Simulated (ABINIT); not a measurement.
## GdO: single point with PBE+U

GdO:

```xyz
2
Lattice="2.8018 0.0000 0.0000 0.0000 2.8018 0.0000 0.0000 0.0000 2.8018" Properties=species:S:1:pos:R:3 pbc="T T T"
Gd    0.0000    0.0000    0.0000
O     1.4009    1.4009    1.4009
```

The cell comes from a database or a generator and needn't be the stable form of this composition.

```
Program                   : ABINIT 10.8.3 (patched build)
Task                      : single point
Functional                : PBE
Potentials or basis       : Ansatz PAW PBE default generated set, frozen core
Cutoff                    : 435 eV
k mesh                    : 7 × 7 × 7
Occupations               : gaussian, width 0.05 eV
Spin                      : collinear spin, ferromagnetic start
Starting moments          : [7.0, 0.0] μB
Hubbard terms             : Gd f U = 3 eV
Double counting (usepawu) : 1
Fine-grid cutoff          : 870.764 eV
```

- Pressure: 49.6 GPa
- Band gap on the k mesh: none (metal or under the smearing width)
- Net moment: 7.22 μB per cell
- Site moments: Gd +7.16; O -0.01 μB
- Valence electrons inside the program's atomic spheres: Gd 16.42; O 5.79

Levels at points of the mesh, in eV from the Fermi level:
Spin up:
```tsv
k point	band 12	band 13	band 14	band 15	band 16	band 17	band 18	band 19	band 20	band 21
(0.00, 0.00, 0.00)	-6.41	-4.14	-4.14	-4.14	-3.49	-3.49	2.83	7.46	7.46	7.46
```
Spin down:
```
           k point  band 6  band 7  band 8  band 9  band 10  band 11
(0.00, 0.00, 0.00)   -4.59   -4.59   -4.59   -2.40    -2.40     1.47
```

Eigenvalues of the final occupation matrices:
| site | spin | trace | eigenvalues |
| --- | --- | --- | --- |
| atom 1 | 1 | 6.97 | 0.99 0.99 0.99 0.99 0.99 0.99 1.01 |
| atom 1 | 2 | 0.12 | 0.01 0.01 0.01 0.02 0.02 0.02 0.03 |

Wall time 110 s on 1 thread of Arm Neoverse V2 (shared host), peak memory 0.3 GiB.

Caveat: a pressure of tens of GPa on the cell as given is suspect, and the run, the potentials or the cell itself is likely at fault; spin-orbit coupling is left out, which moves the levels of the heavy elements; a cell with one magnetic atom can't hold antiferromagnetic order, which such compounds often take. The state reached can hang on the start; a lower one may exist.
